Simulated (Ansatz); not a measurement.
# ScW3: the cost of one run

Method: DFT PBE, scalar-relativistic, plane waves, PAW, in Ansatz 0.2.0.

## (1) The structure to begin with

Symmetry: Fm-3m, No. 225, cubic system. Conventional cell: a = 6.555 Å, b = 6.555 Å, c = 6.555 Å, α = 90.00°, β = 90.00°, γ = 90.00°. Sc (site symmetry m-3m) has 8 W at 2.84 Å in its first shell of neighbours. W (site symmetry -43m) has 4 Sc at 2.84 Å and 4 W at 2.84 Å in its first shell of neighbours. Around W (site symmetry m-3m) lie 8 W at 2.84 Å.

Structure file:

```cif
data_structure
_symmetry_space_group_name_H-M 'P 1'
_symmetry_Int_Tables_number 1
_cell_length_a 4.6353
_cell_length_b 4.6353
_cell_length_c 4.6353
_cell_angle_alpha 60.000
_cell_angle_beta 60.000
_cell_angle_gamma 60.000
_cell_volume 70.42
loop_
_atom_site_label
_atom_site_type_symbol
_atom_site_fract_x
_atom_site_fract_y
_atom_site_fract_z
_atom_site_occupancy
Sc1 Sc 0.00000 0.00000 0.00000 1
W1 W 0.25000 0.25000 0.25000 1
W2 W 0.75000 0.75000 0.75000 1
W3 W 0.50000 0.50000 0.50000 1
```

A structure generator made this guess: species swapped into a database cell of ZnCo3 (Fm-3m, No. 225), with Sc on the Zn sites and W on the Co sites. The dimensions are guesses.

## (2) A first look at the guess

input.yaml reads:

```yaml
crystal:
  lattice:
    - [0.0, 3.27766342, 3.27766342]
    - [3.27766342, 0.0, 3.27766342]
    - [3.27766342, 3.27766342, 0.0]
  atoms:
    - { symbol: Sc, position: [0.0, 0.0, 0.0] }
    - { symbol: W, position: [0.25, 0.25, 0.25] }
    - { symbol: W, position: [0.75, 0.75, 0.75] }
    - { symbol: W, position: [0.5, 0.5, 0.5] }
basis:
  ecutwfc: 420
kpoints:
  mp_grid: { grid: [4, 4, 4] }
hamiltonian:
  xc: pbe
scf:
  occupations: { method: gaussian, width: 0.1 }
  lower_state_search: "off"
output:
  forces: true
  stress: true
  eigenvalues: true
```

Launch:

```console
$ ansatz run input.yaml --threads 1 --pin off --max-ram 2560MiB --backend cpu --events-out ev --progress --plain --runs-dir out
```

Q: Estimate wall time and peak memory on 1 thread of Intel Xeon at 2.70GHz, shared host.

About 1.8 s, with a peak of 0.34 GiB.
